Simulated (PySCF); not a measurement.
# C3H7BBrF: the cost of one run

Programs: PySCF 2.14.0, with density-fitted response routines of our own. Each step states its level of theory. These are calculated values for one molecule in the gas phase, unless marked as measured. Atoms are numbered from 0 throughout.

## Step 1: The molecule as given

13 atoms, charge 0, multiplicity 1; geometry from: GFN2-xTB.

Bonds of the start (Å): C0–C1 1.52, C1–C2 1.54, C2–B3 1.58, B3–F4 1.32, B3–Br5 1.88, C0–H6 1.09, C0–H7 1.09, C0–H8 1.09, C1–H9 1.09, C1–H10 1.09, C2–H11 1.10, C2–H12 1.09.

## Step 2: J couplings: B3LYP/pcSseg-1+pcJ-1

Job settings and geometry (Å):

```
{"job": {"kind": "j", "xc": "B3LYP", "basis": "pcJ-1"}, "charge": 0, "multiplicity": 1}
C     -1.357445     0.765484     0.180978
C     -0.281943     0.383183    -0.829101
C      0.505722    -0.857216    -0.380124
B      1.433321    -0.672561     0.884376
F      1.730242    -1.701752     1.651234
Br     2.242270     0.953820     1.363429
H     -0.915524     1.016070     1.143184
H     -2.054226    -0.057576     0.327220
H     -1.914972     1.630082    -0.169667
H      0.402936     1.223373    -0.964884
H     -0.752574     0.178527    -1.792742
H      1.147056    -1.174246    -1.212726
H     -0.189252    -1.686702    -0.218905
```

Method: B3LYP/pcJ-1 Br:pcSseg-1 indirect spin-spin coupling, non-relativistic, gas phase.

Command:

```
$ OMP_NUM_THREADS=1 python probes_run.py task.json out
```

This one command runs all jobs of the session in turn.

**Question.** How long does this job take on 1 thread of Arm Neoverse N1, shared host, and how much memory does it need?

About 1.7 min, with a peak of 0.98 GiB.
